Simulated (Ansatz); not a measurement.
# C2H4F2Si: the cost of one run

Program: the Python package of Ansatz 0.2.0. Level of theory: B3LYP/def2-SVP. These are calculated values, not measurements.

**1. The structure**

Bond lengths: F1–C2 1.387 Å, C2–Si3 1.836 Å, C2–C4 1.482 Å, Si3–C4 1.747 Å, C4–F5 1.367 Å, C2–H6 1.092 Å, Si3–H7 1.542 Å, Si3–H8 1.471 Å, C4–H9 1.105 Å. Angles (14 of 18 angles, heavy atoms first): F1–C2–Si3 116.3°, F1–C2–C4 121.3°, Si3–C2–C4 62.4°, C2–Si3–C4 48.8°, C2–C4–Si3 68.8°, C2–C4–F5 119.1°, Si3–C4–F5 123.9°, F1–C2–H6 111.9°, Si3–C2–H6 118.7°, C4–C2–H6 118.1°, C2–Si3–H7 111.6°, C2–Si3–H8 115.3°, C4–Si3–H7 118.5°, C4–Si3–H8 123.0°.

No structure file is read: the coordinates are typed or built in the script.

**2. Script**

deck.py

```python
"""Run C2H4F2Si from an input written out key by key."""

import ansatz as az
import numpy as np

deck = {
    "crystal": {
        "periodic": [False, False, False],
        "atoms": [
            {"symbol": "F", "position_ang": [-1.2389, -0.9513, 1.2914]},
            {"symbol": "C", "position_ang": [-0.41, 0.0435, 0.7944]},
            {"symbol": "Si", "position_ang": [0.9364, -0.5043, -0.3276]},
            {"symbol": "C", "position_ang": [-0.4833, 0.4689, -0.6237]},
            {"symbol": "F", "position_ang": [-0.4441, 1.8029, -0.9204]},
            {"symbol": "H", "position_ang": [-0.188, 0.8021, 1.5482]},
            {"symbol": "H", "position_ang": [2.2652, 0.2099, -0.0098]},
            {"symbol": "H", "position_ang": [0.9855, -1.95, -0.5925]},
            {"symbol": "H", "position_ang": [-1.3342, 0.032, -1.1771]},
        ],
    },
    "basis": {"gaussian": {"orbitals": "def2-SVP"}},
    "hamiltonian": {"xc": "b3lyp"},
    "output": {"forces": True},
}
session = az.Session.from_dict(deck)
summary = session.plan(threads=1).execute().report

print("reference energy %16.6f eV" % summary["reference_energy_ev"])
print("total energy     %16.6f eV" % summary["free_energy_ev"])
print("occupied orbitals outside the frozen core (up, down):", summary["n_occupied"], " frozen:", summary["n_frozen"], " virtual:", summary["n_virtual"])
symbols = ["F", "C", "Si", "C", "F", "H", "H", "H", "H"]

forces = np.array(summary["forces_ev_ang"])
print("largest force", round(float(np.linalg.norm(forces, axis=1).max()), 4), "eV/A, rms", round(float(np.sqrt((forces ** 2).mean())), 4))
charges = summary["charge_distribution"]
dipole = np.array(charges["dipole_moment_e_ang"]) * 4.803205
print("dipole (D): {:.3f} {:.3f} {:.3f}, length {:.3f}".format(*dipole, np.linalg.norm(dipole)))
print("atom  Mulliken   Lowdin")
for symbol, m, l in zip(symbols, charges["mulliken_charges_e"], charges["lowdin_charges_e"]):
    print(f"{symbol:4s} {m:9.3f} {l:8.3f}")
```

**3. The calls as engine input**

The package turns the script's settings into the engine's input:

```yaml
crystal:
  periodic: [false, false, false]
  atoms:
    - { symbol: F, position_ang: [-1.2389, -0.9513, 1.2914] }
    - { symbol: C, position_ang: [-0.41, 0.0435, 0.7944] }
    - { symbol: Si, position_ang: [0.9364, -0.5043, -0.3276] }
    - { symbol: C, position_ang: [-0.4833, 0.4689, -0.6237] }
    - { symbol: F, position_ang: [-0.4441, 1.8029, -0.9204] }
    - { symbol: H, position_ang: [-0.188, 0.8021, 1.5482] }
    - { symbol: H, position_ang: [2.2652, 0.2099, -0.0098] }
    - { symbol: H, position_ang: [0.9855, -1.95, -0.5925] }
    - { symbol: H, position_ang: [-1.3342, 0.032, -1.1771] }
basis:
  gaussian:
    orbitals: def2-SVP
hamiltonian:
  xc: b3lyp
output:
  forces: true
```

**4. The run**

Run with:

```console
python deck.py
```

Q: Estimate wall time and peak memory on 1 thread of Arm Neoverse V1, shared host.

About 3.8 s, with a peak of 0.23 GiB.
